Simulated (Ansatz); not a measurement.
# Ti3S2 (R32) in Ansatz: band structure with PBE

Aim: the band structure of Ti3S2 with PBE.

Everything below comes from runs of Ansatz 0.2.0. Logs are shortened: lines on timing, memory, paths and dates and some standing lists are left out, and cuts for length are marked.

### 1 The crystal as given

The structure is trigonal, space group R32 (No. 155). Conventional cell: a = 5.426 Å, b = 5.426 Å, c = 9.713 Å, α = 90.00°, β = 90.00°, γ = 120.00°. Ti (site symmetry 2) has 4 S at 2.42 to 2.44 Å as nearest neighbours. Around S (site symmetry 3) lie 6 Ti at 2.42 to 2.44 Å.

The cell comes from a database or a generator and needn't be the stable form of this composition.

### 2 Band structure, PBE

input.yaml reads:

```yaml
crystal:
  lattice:
    - [2.7131139241, 1.5664170544, 3.2376184047]
    - [-2.7131139241, 1.5664170544, 3.2376184047]
    - [0.0, -3.1328341088, 3.2376184047]
  atoms:
    - { symbol: Ti, position: [0.0, 0.335655, 0.664345] }
    - { symbol: Ti, position: [0.664345, 0.0, 0.335655] }
    - { symbol: Ti, position: [0.335655, 0.664345, 0.0] }
    - { symbol: S, position: [0.167839, 0.167839, 0.167839] }
    - { symbol: S, position: [0.832161, 0.832161, 0.832161] }
hamiltonian:
  xc: pbe
  pseudopotentials: { kind: paw }
kpoints:
  mp_grid: { grid: [6, 6, 6] }
  band_path:
    path:
      - [[0.0, 0.0, 0.0], [0.5, 0.0, 0.0], [0.5, 0.3227197041, -0.3227197041]]
      - [[0.6772802959, 0.5, 0.3227197041], [0.5, 0.5, 0.5], [0.0, 0.0, 0.0], [0.4113598521, 0.0, -0.4113598521]]
      - [[0.5886401479, 0.4113598521, 0.0], [0.5, 0.5, 0.0], [0.5886401479, 0.5886401479, 0.3227197041], [0.5, 0.5, 0.5]]
      - [[0.5, 0.0, 0.0], [0.6772802959, 0.4113598521, 0.4113598521]]
    npoints: 14
scf:
  occupations: { method: fermi_dirac, width: 0.05 }
  n_extra_bands: 12
output:
  forces: true
  stress: true
  eigenvalues: true
  fatbands: false
```

Potentials or basis: Ansatz PAW.

The run is started by

```sh
> ansatz run input.yaml --threads 2 --pin off --max-ram 5632MiB --backend cpu --events-out ev --progress --plain --runs-dir out
```

Output:

```text
Warning: RAYON_NUM_THREADS=2 ignored (pool sized by the plan → 2); use --threads N
scf.n_extra_bands = 12 over 24 filled bands (N_el = 48.0): the run solves 36 bands
Engine: ansatz 0.2.0, aarch64-unknown-linux-gnu
Pseudopotentials: kind: paw
Pseudopotential: Ti, paw, valence charge 12, recommended cutoff 420 eV (normal), Ti.paw.azcp
Pseudopotential: S, paw, valence charge 6, recommended cutoff 420 eV (normal), S.paw.azcp
Functional definition: PBE
  parameter kappa = 0.804
  parameter beta = 0.06672455060314922
  exchange = pbe_x(kappa = kappa, mu = beta*pi^2/3)
  correlation = pbe_c(beta = beta)
Crystal: 5 atoms, lattice volume = 82.557 Å³
Basis set: ecut = 420 eV, 1613 PW (Γ), exchange–correlation on 64×64×64 points (8 copies of the dense FFT grid, shifted against one another)
Bands: 36, of which v1, the nominal top of the filled ones, is band 24 counted from 1 (23 counted from 0)
Symmetry: 6 space group operations
Space group: R32 (ITA 155), of the structure as read, at distance tolerance 4.4e-5 Å
k-points: 32 of 216 (time reversal used)
Non-local potential: Ti, projectors of the file, l = 0: 3, l = 1: 2, l = 2: 3, l = 3: 1
Non-local potential: S, projectors of the file, l = 0: 2, l = 1: 2, l = 2: 2
PAW form: soft (Blöchl's): semilocal exchange-correlation on the pseudo side does not see the compensation charge
PAW one-centre angular grid: Ti, 590 points (default); XC on 64 Gauss nodes
PAW one-centre angular grid: S, 110 points (default); XC on 64 Gauss nodes
Initial density: superposition of atomic densities (neutral atoms: chi_scale 0, normalization atom), corrected by the library's trained network
Initial wavefunctions: pseudopotential atomic-orbital guess
Functional: x = pbe(κ = 0.804, μ = 0.2195149727645171), c = pbe(β = 0.06672455060314922)
SCF iter   1: F=—  HF=-9307.932997 eV  |F-HF|=—  |Δ(HF+E_count)|=         —  Δρ=7.31e-3  dr2=4.06e-2  ethr=1.77e-3  ⟨swp⟩=5.4  Hψ=4900  notcnv=0  defer=27
preconditioner: auto → Kerker (q_TF=auto, 2.493 Å⁻¹)  [metal: Δε(μ)=0.066 eV  Ē_g=7.433 eV  σ=0.050 eV  W_gap=0.31  n_scr=20 (ndim 8)  ℏωp=20.0 eV  f_vac=0.000  D(μ)=2.02/eV (n_scr^D=14)]
SCF iter   2: F=—  HF=-9307.928486 eV  |F-HF|=—  |Δ(HF+E_count)|=   4.51e-3  Δρ=4.07e-3  dr2=1.35e-2  ethr=8.46e-5  ⟨swp⟩=2.0  Hψ=1712  notcnv=0  defer=47
SCF iter   3: F=—  HF=-9307.928425 eV  |F-HF|=—  |Δ(HF+E_count)|=   6.14e-5  Δρ=6.98e-4  dr2=4.94e-4  ethr=2.81e-5  ⟨swp⟩=2.0  Hψ=1411  notcnv=0  defer=47
SCF iter   4: F=—  HF=-9307.928464 eV  |F-HF|=—  |Δ(HF+E_count)|=   3.86e-5  Δρ=1.80e-4  dr2=2.66e-5  ethr=1.03e-6  ⟨swp⟩=2.0  Hψ=1416  notcnv=0  defer=47
SCF iter   5: F=—  HF=-9307.928405 eV  |F-HF|=—  |Δ(HF+E_count)|=   5.88e-5  Δρ=3.26e-5  dr2=7.15e-7  ethr=5.54e-8  ⟨swp⟩=2.3  Hψ=1492  notcnv=0  defer=47
SCF iter   6: F=-9307.928405 eV  HF=-9307.928405 eV  |F-HF|=1.89e-8  |Δ(HF+E_count)|=   4.06e-7  Δρ=7.90e-6  dr2=3.60e-8  ethr=2.08e-10  ⟨swp⟩=8.7  Hψ=4824  notcnv=0
SCF 1 converged in 6 iterations: F = -9307.928405 eV  dr2 = 3.60e-8
NSCF: frozen V_eff on 130 k-points
SCF converged after 6 iterations
Free energy (F): -9307.928405 eV
Harris-Foulkes:  -9307.928405 eV  (|F-HF|=1.89e-8)
Internal energy: -9307.909328 eV  (E = F + TS)
E sigma→0 (E₀):  -9307.918867 eV
Entropy (-TS):   -0.019077 eV (-3.815 meV/atom)
Fermi energy:    12.290735 eV
--- Per-component energies (eV) ---
  E_band       = -474.145287
  E_kinetic    = 1040.272928
  E_local      = -2952.910429  (includes V_loc(G=0)·N_el)
  E_nonlocal   = 81.406854
  E_hartree    = 1213.520393
  E_xc         = -490.490845
  E_vxc        = -546.205182  (∫ρ·V_xc dr)
  E_paw        = -4344.446586  (= ΣΔE_a)
  E_vpaw       = -523.750058  (= ΣTr[D̂ρ^β])
  E_aug_tail   = 0.000409  (compensation charges beyond the density's cutoff)
  E_ewald      = -3855.262052
  E_smearing   = -0.019077  (= −TS)
  E_closure    = 0.000000  (closes the sum)
  Σ components = -9307.928405   (vs F -9307.928405, Δ=0.00e0)
--- Forces (eV/Å), atoms counted from 1 ---
  atom   1  Ti    -0.01561887     0.02705268    -0.00000000
  atom   2  Ti    -0.01561887    -0.02705268    -0.00000000
  atom   3  Ti     0.03123774    -0.00000000    -0.00000000
  atom   4  S     -0.00000000     0.00000000     0.03358360
  atom   5  S     -0.00000000     0.00000000    -0.03358360
  max |Σ_I F_I| component: 4.30e-16 eV/Å
--- Stress (GPa, compression-positive) ---
        0.397877       0.000000       0.000000
        0.000000       0.397877      -0.000000
        0.000000       0.000000       0.229155
  P = ⅓ Tr σ = 0.3416 GPa (3.416 kbar)
--- Band table (eV; the first three rows and the last of 32) ---
  k-point 0: bands = ["-44.6823", "-44.6334", "-44.6334", "-21.0463", "-21.0463", "-21.0010", "-20.9862", "-20.9688", "-20.9676", "-20.9676", "-20.7919", "-20.7919", "-3.0443", "-1.1519", "6.3099", "6.3099", "6.6139", "8.0781", "8.3679", "8.3679", "10.1514", "10.8864", "12.2772", "12.2772", "12.8649", "12.8649", "14.0778", "14.0778", "14.2179", "14.7059", "14.7059", "15.1166", "15.5912", "15.5912", "15.6920", "16.4718"]
  k-point 1: bands = ["-44.6788", "-44.6373", "-44.6331", "-21.0677", "-21.0269", "-21.0250", "-21.0070", "-20.9845", "-20.9323", "-20.9152", "-20.8166", "-20.7972", "-2.9146", "-1.2401", "6.2094", "6.4290", "6.6372", "7.8233", "8.1904", "8.5045", "10.4192", "11.1404", "12.1070", "12.1957", "12.6198", "13.0391", "13.6023", "13.9772", "14.5014", "14.6862", "14.9282", "15.0020", "15.1981", "15.5754", "16.2561", "16.3289"]
  k-point 2: bands = ["-44.6694", "-44.6454", "-44.6342", "-21.0845", "-21.0465", "-21.0135", "-21.0034", "-20.9886", "-20.8980", "-20.8751", "-20.8600", "-20.8125", "-2.5850", "-1.4873", "6.2768", "6.3293", "6.6627", "7.5151", "7.9566", "8.7881", "10.8970", "11.4621", "11.9086", "11.9452", "12.2585", "13.1974", "13.3834", "13.7185", "14.3474", "14.7611", "14.8488", "15.0024", "15.2594", "15.3810", "15.8763", "17.1181"]
  k-point 31: bands = ["-44.6692", "-44.6394", "-44.6394", "-21.1621", "-21.0227", "-20.9776", "-20.9776", "-20.9752", "-20.9744", "-20.9744", "-20.7787", "-20.7787", "-1.9470", "-1.2788", "4.9739", "6.2317", "6.2317", "7.6246", "8.1754", "8.1754", "11.4698", "12.1218", "12.1218", "12.2351", "12.5996", "12.5996", "13.1130", "13.1130", "14.1822", "14.2968", "14.2968", "14.5131", "14.5131", "14.8341", "15.8640", "17.3302"]
```

It took 11 s on 2 threads of Arm Neoverse V2, shared host; peak memory 0.44 GiB.

Results:

```yaml
Free_energy: -9307.9284 eV
Pressure: 0.3 GPa
Largest_force: 0.034 eV/Å
Band_gap_on_the_k_mesh: none (metal or under the smearing width)
```

Forces on the atoms (eV/Å):
```
Ti  -0.016  0.027  0.000
Ti  -0.016 -0.027  0.000
Ti   0.031  0.000  0.000
S    0.000  0.000  0.034
S    0.000  0.000 -0.034
```

Levels at the corners of the path, in eV from the Fermi level:
```csv
point,band 20,band 21,band 22,band 23,band 24,band 25,band 26,band 27,band 28,band 29
Γ,-3.92,-2.14,-1.40,-0.01,-0.01,0.57,0.57,1.79,1.79,1.93
L,-3.29,-0.93,-0.89,-0.67,-0.44,-0.15,0.84,1.30,1.38,1.83
B1,-3.53,-1.03,-0.76,-0.53,-0.33,0.38,0.67,0.71,1.10,1.75
B,-3.53,-1.03,-0.76,-0.53,-0.33,0.38,0.67,0.71,1.10,1.75
Z,-4.12,-0.82,-0.17,-0.17,-0.06,0.31,0.31,0.82,0.82,1.89
Γ,-3.92,-2.14,-1.40,-0.01,-0.01,0.57,0.57,1.79,1.79,1.93
X,-3.19,-1.39,-1.08,-0.75,-0.26,0.28,0.69,1.35,1.58,1.63
Q,-3.19,-1.39,-1.08,-0.75,-0.26,0.28,0.69,1.35,1.58,1.63
F,-3.39,-1.45,-1.03,-0.69,-0.21,0.10,0.68,1.37,1.53,1.54
P1,-3.68,-0.97,-0.71,-0.40,-0.26,0.31,0.59,0.69,1.03,1.66
Z,-4.12,-0.82,-0.17,-0.17,-0.06,0.31,0.31,0.82,0.82,1.89
L,-3.29,-0.93,-0.89,-0.67,-0.44,-0.15,0.84,1.30,1.38,1.83
P,-3.68,-0.97,-0.71,-0.40,-0.26,0.31,0.59,0.69,1.03,1.66
```
